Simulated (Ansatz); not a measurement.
# BaSb3F: the cost of one run

Program: Ansatz 0.2.0. Level of theory: DFT PBE, scalar-relativistic, plane waves, PAW. These are calculated values, not measurements.

### 1 The structure to begin with

Symmetry: Pm-3m, No. 221, cubic system. Conventional cell: a = 5.491 Å, b = 5.491 Å, c = 5.491 Å, α = 90.00°, β = 90.00°, γ = 90.00°. Ba (site symmetry m-3m) has 12 Sb at 3.88 Å in its first shell of neighbours. Around Sb (site symmetry 4/mmm) lie 2 F at 2.75 Å. Around F (site symmetry m-3m) lie 6 Sb at 2.75 Å.

As a file:

```cif
data_structure
_symmetry_space_group_name_H-M 'P 1'
_symmetry_Int_Tables_number 1
_cell_length_a 5.4909
_cell_length_b 5.4909
_cell_length_c 5.4909
_cell_angle_alpha 90.000
_cell_angle_beta 90.000
_cell_angle_gamma 90.000
_cell_volume 165.55
loop_
_atom_site_label
_atom_site_type_symbol
_atom_site_fract_x
_atom_site_fract_y
_atom_site_fract_z
_atom_site_occupancy
Ba1 Ba 0.00000 0.00000 0.00000 1
Sb1 Sb 0.00000 0.50000 0.50000 1
Sb2 Sb 0.50000 0.00000 0.50000 1
Sb3 Sb 0.50000 0.50000 0.00000 1
F1 F 0.50000 0.50000 0.50000 1
```

The cell is invented: random cell by space group and Wyckoff sites (Pm-3m, No. 221). The dimensions are guesses.

### 2 Probe: one point on a coarse mesh

The input, input.yaml:

```yaml
crystal:
  lattice:
    - [5.4909292, 0.0, 0.0]
    - [0.0, 5.4909292, 0.0]
    - [0.0, 0.0, 5.4909292]
  atoms:
    - { symbol: Ba, position: [0.0, 0.0, 0.0] }
    - { symbol: Sb, position: [0.0, 0.5, 0.5] }
    - { symbol: Sb, position: [0.5, 0.0, 0.5] }
    - { symbol: Sb, position: [0.5, 0.5, 0.0] }
    - { symbol: F, position: [0.5, 0.5, 0.5] }
basis:
  ecutwfc: 420
kpoints:
  mp_grid: { grid: [4, 4, 4] }
hamiltonian:
  xc: pbe
scf:
  occupations: { method: gaussian, width: 0.1 }
  lower_state_search: "off"
output:
  forces: true
  stress: true
  eigenvalues: true
```

Run with:

```
ansatz run input.yaml --threads 1 --pin off --max-ram 2560MiB --backend cpu --events-out ev --progress --plain --runs-dir out
```

**Question.** How long does this run take on 1 thread of Intel Xeon Platinum 8175M at 2.50GHz (Skylake/Cascade Lake), shared host, and how much memory does it need?

About 4.2 s, with a peak of 0.45 GiB.
